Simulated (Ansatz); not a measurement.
Set up this calculation in Ansatz 0.2.0, as the native input.

| Quantity | Value |
| --- | --- |
| Task | band structure |
| Functional | PBE |
| Potentials or basis | PseudoDojo standard (PBE files) |
| Cutoff | 1143 eV |
| Density cutoff | 4572 eV |
| k mesh | 6 × 6 × 8 |
| Occupations | fermi-dirac, width 0.05 eV |
| Spin | no spin polarisation |
| Path | [["G", "Y", "F", "L", "I"], ["I1", "Z", "H", "F1"], ["H1", "Y1", "X", "G", "N"], ["M", "G"]] |
| Points for each segment of the path | 14 |

The system is SnN2F2.

```
Sn F N
1.0
     4.39704   -2.64701    0.00000
     4.39704    2.64701    0.00000
    -1.25295    0.00000    3.52112
Sn F N
1 2 2
Direct
  0.00000 0.00000 0.00000
  0.17236 0.17236 0.63653
  0.82764 0.82764 0.36347
  0.46199 0.46199 0.09393
  0.53801 0.53801 0.90607
```

The cell comes from a database or a generator and needn't be the stable form of this composition.

These files were run (other wordings do the same):

input.yaml

```yaml
crystal:
  lattice:
    - [4.397039, -2.647013, 0.0]
    - [4.397039, 2.647013, 0.0]
    - [-1.252948, 0.0, 3.52112]
  atoms:
    - { symbol: Sn, position: [0.0, 0.0, 0.0] }
    - { symbol: F, position: [0.172356, 0.172356, 0.636529] }
    - { symbol: F, position: [0.827644, 0.827644, 0.363471] }
    - { symbol: "N", position: [0.461994, 0.461994, 0.093931] }
    - { symbol: "N", position: [0.538006, 0.538006, 0.906069] }
hamiltonian:
  xc: pbe
  pseudopotentials: { kind: nc, accuracy: standard }
kpoints:
  mp_grid: { grid: [6, 6, 8] }
  band_path:
    path:
      - [[0.0, 0.0, 0.0], [-0.7273319424, -0.7273319424, -0.4236232598], [-0.2609901951, -0.2609901951, -0.6873870237], [-0.5, -0.5, -0.5], [-0.5674093438, -0.4325906562, -0.5]]
      - [[-0.4325906562, 0.4325906562, 0.5], [0.0, 0.0, 0.5], [-1.1936736897, -1.1936736897, 0.8401405041], [-0.7390098049, -0.7390098049, -0.3126129763]]
      - [[0.1936736897, 1.1936736897, -0.8401405041], [-0.2726680576, 0.7273319424, -0.5763767402], [-0.5, 0.5, 0.0], [0.0, 0.0, 0.0], [-0.5, 0.0, -0.5]]
      - [[-0.5, 0.0, 0.0], [0.0, 0.0, 0.0]]
    npoints: 14
scf:
  occupations: { method: fermi_dirac, width: 0.05 }
  n_extra_bands: 12
output:
  forces: true
  stress: true
  eigenvalues: true
  fatbands: true
```

Potentials or basis: PseudoDojo standard (PBE files).

Launch:

```sh
$ ansatz run input.yaml --threads 2 --pin off --max-ram 5632MiB --backend cpu --events-out ev --progress --plain --runs-dir out
```

Results of the run:

The pressure is 5.3 GPa and the largest force is 1.422 eV/Å. The band gap on the k mesh is 0.98 eV, direct and the band gap along the path is 0.98 eV, direct.

Caveat: spin-orbit coupling is left out, which moves the levels of the heavy elements; forces of over 1 eV/Å show positions far from the minimum, so gaps and moduli don't describe the material at rest.

It took 62 s on 2 threads of Arm Neoverse V2, on a shared host, peak memory 1.1 GiB.
